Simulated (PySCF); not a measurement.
# ClF2H2PSi: the cost of one run

Computed with PySCF 2.14.0; each step states its level. No surroundings beyond the atoms listed, unless a continuum is named. Atoms count from 0, parts from 1.

## 1. Starting point

Each species was relaxed by itself at PBE0-D3(BJ)/def2-SVPD.

## 2. Energies of the species: wB97M-D3(BJ)/def2-TZVPD

The job: settings as JSON, then the geometry in Å.

```
{"job": {"kind": "react", "xc": "wB97M-D3(BJ)", "basis": "def2-TZVPD"}, "charge": 0, "multiplicity": 1}
-1 ClF2H2NSi charge 0 multiplicity 1
N      1.082260    -0.230730    -0.063310
Si    -0.557960     0.150350    -0.074620
F     -0.771550     1.592970    -0.760710
F     -1.246670     0.310090     1.377980
Cl    -1.607760    -1.290110    -1.062320
H      1.794200     0.444610     0.176960
H      1.411450    -1.184960    -0.069160

-1 H3P charge 0 multiplicity 1
P     -0.005640     0.001900     0.572340
H     -0.644620    -1.000560    -0.218850
H      1.195010    -0.042710    -0.199430
H     -0.554440     1.071520    -0.198340

+1 ClF2H2PSi charge 0 multiplicity 1
F      0.076270     1.967710    -0.741970
Si     0.251710     0.367070    -0.582720
F      1.790680     0.029510    -0.950370
P     -0.141620    -0.218100     1.529650
Cl    -0.919330    -0.513660    -2.015690
H     -0.099000    -1.604960     1.187400
H     -1.554180    -0.123430     1.336950

+1 H3N charge 0 multiplicity 1
N      0.000580    -0.002740     0.284470
H     -0.523990    -0.781050    -0.104060
H     -0.410800     0.849170    -0.085510
H      0.944460    -0.064060    -0.085960
```

Level: wB97M-D3(BJ)/def2-TZVPD reaction energy of separated species, gas phase.

The run is started by

```console
OMP_NUM_THREADS=1 python cluster_run.py task.json out
```

The driver reads the jobs from task.json and runs them one after another.

Q: Estimate the wall time and peak memory of this first job on 1 thread of Arm Neoverse V1, shared host.

About 43 s, with a peak of 0.78 GiB.
